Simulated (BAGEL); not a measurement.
# CH7BNP (SMILES CB(N)P): a chain of runs

We compute a single-point energy (HF/def2-SV(P)), then the energy (NEVPT2(2,2)/def2-SV(P)), then the energy (CASPT2(2,2)/def2-SV(P)) of CH7BNP. 

Program for the calculation: BAGEL 1.2.2.

2 further runs of the same task are left out: 2 set aside as unsound or not needed.

## (1) Starting point

CH7BNP: 11 atoms, total charge 0, spin state singlet. SMILES: `CB(N)P`. One bond was lengthened or shortened from a relaxed shape.

Bond lengths: C1–B2 1.573 Å, B2–N3 1.394 Å, B2–P4 1.937 Å, C1–H5 1.094 Å, C1–H6 1.094 Å, C1–H7 1.095 Å, N3–H8 1.156 Å, N3–H9 1.007 Å, P4–H10 1.420 Å, P4–H11 1.417 Å. Some angles: C1–B2–N3 120.8°, C1–B2–P4 119.5°, N3–B2–P4 119.5°, B2–C1–H5 111.6°, B2–C1–H6 113.3°, B2–C1–H7 110.2°, B2–N3–H8 124.1°, B2–N3–H9 122.3°, B2–P4–H10 98.9°, B2–P4–H11 97.1°.

## (2) The energy at HF/def2-SV(P) (density fitting with svp-jkfit) (run 1)

The input, calc.json:

```json
{ "bagel": [

{
  "title": "molecule",
  "basis": "def2-sv_p_.json",
  "df_basis": "svp-jkfit",
  "angstrom": false,
  "geometry": [
    { "atom": "C", "xyz": [ -2.26622193,  1.93711668, -0.30128848 ] },
    { "atom": "B", "xyz": [ -0.19489312, -0.14611740,  0.15205681 ] },
    { "atom": "N", "xyz": [  0.60672870, -0.74345983,  2.58885865 ] },
    { "atom": "P", "xyz": [  1.06744393, -2.08327565, -2.68442210 ] },
    { "atom": "H", "xyz": [ -3.79746701,  1.23905185, -1.50258738 ] },
    { "atom": "H", "xyz": [ -3.10488238,  2.64897651,  1.44916482 ] },
    { "atom": "H", "xyz": [ -1.44683668,  3.55094279, -1.30511100 ] },
    { "atom": "H", "xyz": [  2.14313840, -2.22836505,  3.04434879 ] },
    { "atom": "H", "xyz": [ -0.11854819,  0.09954699,  4.13276489 ] },
    { "atom": "H", "xyz": [  3.59268495, -2.43930006, -1.85237569 ] },
    { "atom": "H", "xyz": [  1.63889711, -0.00608870, -4.27613842 ] }
  ]
},
{
  "title": "hf"
},
{
  "title": "print",
  "file": "orbitals.molden",
  "orbitals": true
}

]}
```

The basis set def2-SV(P) is read from a file made from the Basis Set Exchange's data (not shown).

Launch:

```bash
BAGEL_NUM_THREADS=1 BAGEL calc.json > calc.out
```

Log:

```text
* using 1 threads per process

  ===============================================================
  ===============================================================

  *** Geometry ***

  { "atom" : "C", "xyz" : [     -2.266222,      1.937117,     -0.301288 ] },
  { "atom" : "B", "xyz" : [     -0.194893,     -0.146117,      0.152057 ] },
  { "atom" : "N", "xyz" : [      0.606729,     -0.743460,      2.588859 ] },
  { "atom" : "P", "xyz" : [      1.067444,     -2.083276,     -2.684422 ] },
  { "atom" : "H", "xyz" : [     -3.797467,      1.239052,     -1.502587 ] },
  { "atom" : "H", "xyz" : [     -3.104882,      2.648977,      1.449165 ] },
  { "atom" : "H", "xyz" : [     -1.446837,      3.550943,     -1.305111 ] },
  { "atom" : "H", "xyz" : [      2.143138,     -2.228365,      3.044349 ] },
  { "atom" : "H", "xyz" : [     -0.118548,      0.099547,      4.132765 ] },
  { "atom" : "H", "xyz" : [      3.592685,     -2.439300,     -1.852376 ] },
  { "atom" : "H", "xyz" : [      1.638897,     -0.006089,     -4.276138 ] },

  Number of auxiliary basis functions:      481

  Since a DF basis is specified, we compute 2- and 3-index integrals:
    o Being stored without compression. Storage requirement is 0.021 GB

  Number of basis functions:       74
  Number of electrons      :       40

    * METHOD: MOLECULE                             0.22

  *** RHF ***

  === Nuclear Repulsion ===
   147.1538958677

      * DIIS with orbital gradients will be used.

  === RHF iteration (def2-sv_p_.json) ===
      0       -461.39530311          0.02127834           0.05
      1       -461.57374421          0.01149193           0.05
      2       -461.62873036          0.00193504           0.05
      3       -461.63113476          0.00062598           0.05
      4       -461.63132972          0.00011343           0.05
      5       -461.63134515          0.00002594           0.05
      6       -461.63134608          0.00000729           0.05
      7       -461.63134614          0.00000226           0.05
      8       -461.63134615          0.00000078           0.05
      9       -461.63134615          0.00000024           0.05
     10       -461.63134615          0.00000009           0.05
     11       -461.63134615          0.00000003           0.05
     12       -461.63134615          0.00000001           0.05
     13       -461.63134615          0.00000000           0.05
    * SCF iteration converged.

    * Permanent dipole moment:
           (   -0.197350,    -0.288050,    -0.924909) a.u.

    * METHOD: HF                                   0.92

    * METHOD: PRINT                                0.01

  ===============================================================
```

Wall time 1.3 s (1 thread of Arm Neoverse V1, shared host); peak memory 0.15 GiB.

## (3) The energy at NEVPT2(2,2)/def2-SV(P) (density fitting with svp-jkfit) (run 2)

The input, job.json:

```json
{ "bagel": [

{
  "title": "molecule",
  "basis": "def2-sv_p_.json",
  "df_basis": "svp-jkfit",
  "geometry": [
    { "atom": "C", "xyz": [ -2.26622193,  1.93711668, -0.30128848 ] },
    { "atom": "B", "xyz": [ -0.19489312, -0.14611740,  0.15205681 ] },
    { "atom": "N", "xyz": [  0.60672870, -0.74345983,  2.58885865 ] },
    { "atom": "P", "xyz": [  1.06744393, -2.08327565, -2.68442210 ] },
    { "atom": "H", "xyz": [ -3.79746701,  1.23905185, -1.50258738 ] },
    { "atom": "H", "xyz": [ -3.10488238,  2.64897651,  1.44916482 ] },
    { "atom": "H", "xyz": [ -1.44683668,  3.55094279, -1.30511100 ] },
    { "atom": "H", "xyz": [  2.14313840, -2.22836505,  3.04434879 ] },
    { "atom": "H", "xyz": [ -0.11854819,  0.09954699,  4.13276489 ] },
    { "atom": "H", "xyz": [  3.59268495, -2.43930006, -1.85237569 ] },
    { "atom": "H", "xyz": [  1.63889711, -0.00608870, -4.27613842 ] }
  ]
},
{ "title": "hf" },
{ "title": "nevpt2", "nstate": 1, "nact": 2, "nclosed": 19, "active": [13, 24], "maxiter": 200, "natocc": true, "ncore": 8 },
{ "title": "print", "file": "orbitals.molden", "orbitals": true }

]}
```

The basis set def2-SV(P) is read from a file made from the Basis Set Exchange's data (not shown).

Launch:

```bash
BAGEL_NUM_THREADS=1 BAGEL job.json > job.out
```

Log:

```text
* using 1 threads per process

  ===============================================================
  ===============================================================

  *** Geometry ***

  { "atom" : "C", "xyz" : [     -2.266222,      1.937117,     -0.301288 ] },
  { "atom" : "B", "xyz" : [     -0.194893,     -0.146117,      0.152057 ] },
  { "atom" : "N", "xyz" : [      0.606729,     -0.743460,      2.588859 ] },
[... 7 lines of this table left out ...]
  { "atom" : "H", "xyz" : [      1.638897,     -0.006089,     -4.276138 ] },

  Number of auxiliary basis functions:      481

  Since a DF basis is specified, we compute 2- and 3-index integrals:
    o Being stored without compression. Storage requirement is 0.021 GB

[... 18 lines left out ...]
    * SCF iteration converged.
[... 1 line left out ...]
    * Permanent dipole moment:
[... 28 lines left out ...]
    * Second-order optimization converged. *

     guess   0:   closed 1.                   open ..

  === FCI iteration ===

      0  0      -461.63100293     9.61e-02      0.00
      1  0      -461.65459091     2.53e-03      0.00
      2  0 *    -461.65461751     9.96e-16      0.00

     * ci vector, state   0, <S^2> = 0.0000
       2.     0.9925325575
       .2    -0.1219800076

  === DF-NEVPT2 calculation ===

    * 3-index integral transformation done
    * assembly done

      NEVPT2 correlation energy:   -0.4553433060      0.13

          (+0)     -0.3929497607
          (+0)'    -0.0249845708
          (+1)     -0.0052785283
          (+1)'    -0.0000000000
          (+2)     -0.0002904039
          (-1)     -0.0274762026
          (-1)'     0.0000000000
          (-2)     -0.0043638396

      NEVPT2 total energy:       -462.1099608168

    * METHOD: NEVPT2                               3.08

    * METHOD: PRINT                                0.01

  ===============================================================
```

It took 4.5 s on 1 thread of Arm Neoverse V1, shared host; peak memory 0.15 GiB.

## (4) A single-point energy at CASPT2(2,2)/def2-SV(P) (density fitting with svp-jkfit) (run 3)

The input, caspt2.json:

```json
{ "bagel" : [

{
  "title" : "molecule",
  "basis" : "def2-sv_p_.json",
  "df_basis" : "svp-jkfit",
  "angstrom" : false,
  "geometry" : [
    { "atom" : "C", "xyz" : [ -2.26622193,  1.93711668, -0.30128848 ] },
    { "atom" : "B", "xyz" : [ -0.19489312, -0.14611740,  0.15205681 ] },
    { "atom" : "N", "xyz" : [  0.60672870, -0.74345983,  2.58885865 ] },
    { "atom" : "P", "xyz" : [  1.06744393, -2.08327565, -2.68442210 ] },
    { "atom" : "H", "xyz" : [ -3.79746701,  1.23905185, -1.50258738 ] },
    { "atom" : "H", "xyz" : [ -3.10488238,  2.64897651,  1.44916482 ] },
    { "atom" : "H", "xyz" : [ -1.44683668,  3.55094279, -1.30511100 ] },
    { "atom" : "H", "xyz" : [  2.14313840, -2.22836505,  3.04434879 ] },
    { "atom" : "H", "xyz" : [ -0.11854819,  0.09954699,  4.13276489 ] },
    { "atom" : "H", "xyz" : [  3.59268495, -2.43930006, -1.85237569 ] },
    { "atom" : "H", "xyz" : [  1.63889711, -0.00608870, -4.27613842 ] }
  ]
},
{ "title" : "hf" },
{ "title" : "casscf", "nstate" : 1, "nact" : 2, "nclosed" : 19, "active" : [13, 24], "maxiter" : 200, "natocc" : true },
{ "title" : "print", "file" : "orbitals.molden", "orbitals" : true },
{ "title" : "smith", "method" : "caspt2", "ms" : true, "xms" : true, "sssr" : true, "shift" : 0.2, "shift_imag" : true, "ncore" : 8 }

]}
```

The basis set def2-SV(P) is read from a file made from the Basis Set Exchange's data (not shown).

Launch:

```bash
BAGEL_NUM_THREADS=1 BAGEL caspt2.json > caspt2.out
```

Log:

```text
* using 1 threads per process

  ===============================================================
  ===============================================================

  *** Geometry ***

  { "atom" : "C", "xyz" : [     -2.266222,      1.937117,     -0.301288 ] },
  { "atom" : "B", "xyz" : [     -0.194893,     -0.146117,      0.152057 ] },
  { "atom" : "N", "xyz" : [      0.606729,     -0.743460,      2.588859 ] },
[... 7 lines of this table left out ...]
  { "atom" : "H", "xyz" : [      1.638897,     -0.006089,     -4.276138 ] },

  Number of auxiliary basis functions:      481

  Since a DF basis is specified, we compute 2- and 3-index integrals:
    o Being stored without compression. Storage requirement is 0.021 GB

[... 18 lines left out ...]
    * SCF iteration converged.
[... 1 line left out ...]
    * Permanent dipole moment:
[... 27 lines left out ...]
    * Second-order optimization converged. *
[... 9 lines left out ...]
     * ci vector, state   0, <S^2> = 0.0000
[... 16 lines left out ...]
    * Zeroth order energy : state  0       -1.3194199830
[... 4 lines left out ...]
       #      aibj      arbs      arbi      airj      risj      airs      arst      rist         Etot      error   time
[... 2 lines left out ...]
       0  -0.39153  -0.00518  -0.02813  -0.00570  -0.00041  -0.02171  -0.00000  -0.00000   -0.4526614  0.0018758   0.07
       1  -0.39177  -0.00522  -0.02828  -0.00584  -0.00045  -0.02226  -0.00000  -0.00000   -0.4538220  0.0003152   0.06
       2  -0.39181  -0.00523  -0.02826  -0.00584  -0.00045  -0.02228  -0.00000  -0.00000   -0.4538684  0.0000666   0.06
       3  -0.39181  -0.00523  -0.02826  -0.00583  -0.00045  -0.02229  -0.00000  -0.00000   -0.4538699  0.0000143   0.06
       4  -0.39181  -0.00523  -0.02826  -0.00583  -0.00045  -0.02229   0.00000  -0.00000   -0.4538700  0.0000033   0.07
       5  -0.39181  -0.00523  -0.02827  -0.00583  -0.00045  -0.02229   0.00000   0.00000   -0.4538700  0.0000007   0.07

      ------------------------------------------------------------------------------------------------------------------

    * CASPT2 energy : state  0     -462.1113790223
        w/o shift correction       -462.1084874695
        reference weight              0.8556459162

    * METHOD: SMITH                                0.58

  ===============================================================
```

Wall time 4.8 s (1 thread of Arm Neoverse V1, shared host); peak memory 0.15 GiB.

## (5) What came out

| quantity | value |
| --- | --- |
| run 1, HF/def2-SV(P): total energy | -461.63135 Eh |
| run 1, HF/def2-SV(P): dipole moment | 2.51 D |
| run 1, HF/def2-SV(P): HOMO energy | -9.41 eV |
| run 1, HF/def2-SV(P): LUMO energy | 4.00 eV |
| run 1, HF/def2-SV(P): HOMO–LUMO gap | 13.40 eV |
| run 2, NEVPT2(2,2)/def2-SV(P): total energy | -462.10996 Eh |
| run 3, CASPT2(2,2)/def2-SV(P): total energy | -462.11138 Eh |
